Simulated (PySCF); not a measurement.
# [RuO2]-: structure of the doublet

Aim: relax [RuO2]- as a doublet from a bent start, check by its vibrations whether the end is a minimum, and collect its spectrum and constants.

Program: PySCF 2.14.0. Level of theory: BP86, basis Ru def2-TZVPD with ECP28, O def2-TZVPD, scalar-relativistic core potentials, no spin–orbit coupling, density fitting. These are calculated values, not measurements.

## 1. Where the work starts

3 atoms, charge -1, spin multiplicity 2.

Bond lengths: Ru1–O2 1.710 Å, Ru1–O3 1.710 Å. Angles: O2–Ru1–O3 110.0°.

Coordinates in bohr (charge -1 multiplicity 2):
```
Ru    0.0000    0.0000    0.0000
O     2.6469    0.0000    1.8534
O    -2.6469    0.0000    1.8534
```

## 2. The SCF at the typed geometry

The steps below are one call of a driver around PySCF. For each, scf.py gives the equivalent set-up of the SCF; relaxations use the driver's own optimiser. The state is first sought with PBE. After this first run the driver tries any further starts and a stability analysis.

scf.py reads:

```python
from pyscf import gto, scf, dft
mol = gto.M(atom='''
Ru     0.000000     0.000000     0.000000
O      1.400700     0.000000     0.980800
O     -1.400700     0.000000     0.980800''',
    basis={'Ru': 'def2-TZVPD', 'O': 'def2-TZVPD'},
    ecp={'Ru': 'def2-TZVPD'},
    charge=-1, spin=1)
mf = dft.UKS(mol, xc='PBE')
mf.grids.atom_grid = (50, 194)
aux = {'Ru': 'def2-universal-JKFIT', 'O': 'def2-universal-JKFIT'}
mf = mf.density_fit(auxbasis=aux)
mf.conv_tol = 1e-08
mf.diis_space = 10
mf.max_cycle = 60
mf.init_guess = 'minao'
mf.verbose = 4
mf.kernel()
```

Launch:

```console
OMP_NUM_THREADS=2 python axn.py task.json out
```

The program printed:

```text
init E= -237.647089531608
[... the frontier-level lines of each cycle are left out ...]
cycle= 1 E= -244.762119112023  delta_E= -7.12  |g|= 1.08  |ddm|= 2.94
cycle= 2 E= -235.066782484656  delta_E=  9.7  |g|= 4.09  |ddm|= 43.2
cycle= 3 E= -245.212053686336  delta_E= -10.1  |g|= 0.555  |ddm|= 42.8
cycle= 4 E= -244.706205070383  delta_E= 0.506  |g|= 1.23  |ddm|= 2.68
cycle= 5 E= -245.325495395511  delta_E= -0.619  |g|= 0.109  |ddm|= 2.13
cycle= 6 E= -245.329895112554  delta_E= -0.0044  |g|= 0.058  |ddm|= 0.273
cycle= 7 E= -245.331461449115  delta_E= -0.00157  |g|= 0.0145  |ddm|= 0.116
cycle= 8 E= -245.331552753414  delta_E= -9.13e-05  |g|= 0.00492  |ddm|= 0.0253
cycle= 9 E= -245.331561011931  delta_E= -8.26e-06  |g|= 0.00214  |ddm|= 0.0077
cycle= 10 E= -245.331563817919  delta_E= -2.81e-06  |g|= 0.000358  |ddm|= 0.00665
cycle= 11 E= -245.331563899282  delta_E= -8.14e-08  |g|= 0.000139  |ddm|= 0.00077
cycle= 12 E= -245.331563908474  delta_E= -9.19e-09  |g|= 4.09e-05  |ddm|= 0.000224
Extra cycle  E= -245.331563895903  delta_E= 1.26e-08  |g|= 0.000181  |ddm|= 0.000361
converged SCF energy = -245.331563895903  <S^2> = 0.75380927  2S+1 = 2.0038057
```

This step, with its further starts and checks, needed 18 s of wall time on 2 threads of Intel Xeon 6975P-C (Granite Rapids), shared host.

The starts that the driver tried:

| start | energy (Eh) |
| --- | --- |
| the minimal-basis guess | -245.331564 |
| a thermally smeared density | -245.331564 |
| a smeared PBE density | -245.331564 |

The test of internal stability and the other starts found no lower solution of this spin.

## 3. Bent start, doublet: relaxation

The program finds C2v symmetry in the start, which this walk keeps. Threshold on the gradient: 0.0003 Eh/bohr, with a further test on the energy change.

Changes to scf.py since step 2:

```diff
@@ -3,3 +3,3 @@
-Ru     0.000000     0.000000     0.000000
-O      1.400700     0.000000     0.980800
-O     -1.400700     0.000000     0.980800''',
+Ru     0.000000     0.000000    -0.234332
+O      1.400700    -0.000000     0.746468
+O     -1.400700     0.000000     0.746468''',
@@ -9 +9 @@
-mf = dft.UKS(mol, xc='PBE')
+mf = dft.UKS(mol, xc='B88,P86')
@@ -16 +15,0 @@
-mf.init_guess = 'minao'
```

Steps of the walk:

| step | energy (Eh) | change (kJ/mol) | largest symmetric gradient (Eh/bohr) |
| --- | --- | --- | --- |
| 0 | -245.568466 | 0.00 | 0.04872 |
| 1 | -245.587928 | -51.10 | 0.03720 |
| 2 | -245.595579 | -71.19 | 0.01447 |
| 3 | -245.596625 | -73.93 | 0.00483 |
| 4 | -245.596840 | -74.50 | 0.00195 |
| 5 | -245.596864 | -74.56 | 0.00024 |
| 6 | -245.596865 | -74.56 | 0.00015 |

The walk took 18 s.

Positions (Å) and forces (eV/Å) along the way:

```
step 0
Ru   0.000   0.000  -0.234   0.000   0.000   2.505
O    1.401   0.000   0.746   1.007   0.000  -1.253
O   -1.401   0.000   0.746  -1.007   0.000  -1.253
step 1
Ru   0.000   0.000  -0.110   0.000   0.000   1.913
O    1.523   0.000   0.684  -0.088   0.000  -0.957
O   -1.523   0.000   0.684   0.088   0.000  -0.957
step 3
Ru   0.000   0.000   0.061   0.000   0.000   0.248
O    1.625   0.000   0.599  -0.052   0.000  -0.124
O   -1.625   0.000   0.599   0.052   0.000  -0.124
step 6
Ru   0.000   0.000   0.105   0.000   0.000   0.004
O    1.646   0.000   0.577  -0.008   0.000  -0.002
O   -1.646   0.000   0.577   0.008   0.000  -0.002
```

After 6 steps and 74.6 kJ/mol it ends at C2v: Ru–O 1.713 Å (×2); O–Ru–O 148.0°.

## 4. Frequencies

The point is checked on the finer grid, and tightened if its gradient asks for it. The Hessian and the dipole derivatives come from central differences of analytic gradients, with steps of 0.02 bohr.

Changes to scf.py since step 3:

```diff
@@ -3,3 +3,3 @@
-Ru     0.000000     0.000000    -0.234332
-O      1.400700    -0.000000     0.746468
-O     -1.400700     0.000000     0.746468''',
+Ru    -0.000000     0.000000    -0.112936
+O      1.646068    -0.000000     0.359099
+O     -1.646068     0.000000     0.359099''',
@@ -10 +10 @@
-mf.grids.atom_grid = (50, 194)
+mf.grids.atom_grid = (75, 302)
@@ -13 +13 @@
-mf.conv_tol = 1e-08
+mf.conv_tol = 1e-10
```

This SCF starts from the last density.

Log of the central SCF (cycles and frontier levels):

```text
init E= -245.596918800358
[... the frontier-level lines of each cycle are left out ...]
cycle= 1 E= -245.596918792469  delta_E= 7.89e-09  |g|= 0.000149  |ddm|= 0.00022
cycle= 2 E= -245.596918533808  delta_E= 2.59e-07  |g|= 0.000854  |ddm|= 0.00112
cycle= 3 E= -245.596918800516  delta_E= -2.67e-07  |g|= 1.5e-05  |ddm|= 0.000912
cycle= 4 E= -245.596918800616  delta_E= -9.99e-11  |g|= 8.67e-07  |ddm|= 3.2e-05
Extra cycle  E= -245.596918800607  delta_E= 9.21e-12  |g|= 4.92e-06  |ddm|= 3.82e-06
converged SCF energy = -245.596918800607  <S^2> = 0.75245755  2S+1 = 2.002456
```

The whole step took 38 s.

Geometry: C2v; Ru–O 1.712 Å (×2); O–Ru–O 148.0°.

Harmonic modes (main isotopes):

```tsv
symmetry	ω (cm⁻¹)	IR (km/mol)	μ (u)	type
a1	162	3.0	19.41	bend
b2	885	421	19.74	stretch
a1	905	33.5	16.42	stretch
```

All wavenumbers are real: a minimum.

Constants and moments:

| Item | Value |
| --- | --- |
| Dipole moment about the centre of mass | 0.65 D |
| Highest occupied level | 0.73 eV |
| Lowest empty level | 1.19 eV |
| Rotational constants | 3.107, 0.1945, 0.183 cm⁻¹ |
| Zero-point energy | 11.7 kJ/mol |
| Principal polarisabilities | 67.3, 80.2, 81.8 bohr³ |
| Principal traceless quadrupole moments about the centre of mass | -10.46, 4.43, 6.03 D Å |
| Entropy at 298.15 K and 1 bar (electronic part: spin only) | 274.6 J/(mol K) |
| Heat capacity Cp at 298.15 K | 45.4 J/(mol K) |
| Enthalpy at 298.15 K above 0 K | 11.84 kJ/mol |
| Rotational symmetry number | 2 |
| Spin squared ⟨S²⟩ | 0.752 |

Populations by atom (charges in e):

```
atom  Mulliken  Löwdin  polar tensor  spin (Mulliken)  Mayer order to Ru1
 Ru1      0.42    0.52          0.58             1.12                   –
O2,3     -0.71   -0.76         -0.79            -0.06                1.34
```

Mulliken populations on Ru1 (outside its core potential): s 2.96, p 6.13, d 6.46, f 0.02.

## 5. What came out

| quantity | value |
| --- | --- |
| minimum | doublet, C2v |
| geometry | Ru–O 1.712 Å (×2); O–Ru–O 148.0° |
| wavenumbers (cm⁻¹) | 162 (a1), 885 (b2), 905 (a1) |
| dipole moment (centre of mass) | 0.65 D |
| highest occupied, lowest empty level (either spin) | 0.73, 1.19 eV |
| polar-tensor charge of Ru1 | +0.58 e |
| zero-point energy | 11.7 kJ/mol |
| entropy at 298.15 K | 274.6 J/(mol K) |
| ⟨S²⟩ | 0.752 |

**Reading.** The molecule stays C2v, as typed, and the end point is a minimum. The strongest infrared band lies at 885 cm⁻¹ (b2, stretch). Most of the spin sits on Ru1 (Mulliken spin 1.12, against 1 for the whole molecule). Other starts or spin states, not run here, may lie lower. A highest occupied level above zero is common for anions with such functionals; it warns that the extra electron is poorly described. One determinant may miss the lowest occupation of an open d or f shell.

The search up to here took 74 s.
